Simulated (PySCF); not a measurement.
# CHNYb (Yb(HCN)3+): the cost of one run

Method: PBE0, Yb lcecp-1-SVP with ECP59, N def2-SVP, C def2-SVP, H def2-SVP; scalar-relativistic core potentials, no spin–orbit coupling; program: PySCF 2.14.0.

3 further runs of the same task are left out: 2 for a known fault of the program, 1 that didn't finish.

## (1) Where the work starts

4 atoms, charge 3, spin multiplicity 1.

Bond lengths: Yb1–N2 2.458 Å, N2–C3 1.160 Å, C3–H4 1.070 Å. Angles: Yb1–N2–C3 180.0°, N2–C3–H4 180.0°.

Geometry (Å):

```xyz
4

Yb    0.0000    0.0000    0.0000
N     0.0000    0.0000    2.4575
C     0.0000    0.0000    3.6175
H     0.0000    0.0000    4.6875
```

Formal oxidation states: Yb +3. Each metal's 13 4f electrons lie in its core potential, so multiplicities, spins and levels count the valence alone.

## (2) SCF at the start, singlet

Input file run.py (the lines that set the calculation):

```python
mol = gto.M(atom='''
Yb     0.00000     0.00000     0.00000
N      0.00000     0.00000     2.45750
C      0.00000     0.00000     3.61750
H      0.00000     0.00000     4.68750''',
    basis={'Yb': 'lcecp-1-SVP', 'N': 'def2-SVP', 'C': 'def2-SVP', 'H': 'def2-SVP'},
    ecp={'Yb': 'lcecp-1-SVP'},
    charge=3, spin=0)
mf = dft.RKS(mol, xc='PBE0')
mf.grids.atom_grid = (50, 194)  # f atoms: unpruned, at least (60, 302)
mf = mf.density_fit()  # fitting sets: Yb AutoAux, N def2-universal-JKFIT, C def2-universal-JKFIT, H def2-universal-JKFIT
mf.conv_tol = 1e-08; mf.max_cycle = 55
mf.kernel(dm0)  # dm0: free metal ions and neutral atoms
```

Run with:

```
$ OMP_NUM_THREADS=2 python run.py
```

Q: Estimate wall time and peak memory on 2 threads of Intel Xeon 6975P-C (Granite Rapids), shared host.

About 2 s, with a peak of 0.35 GiB.
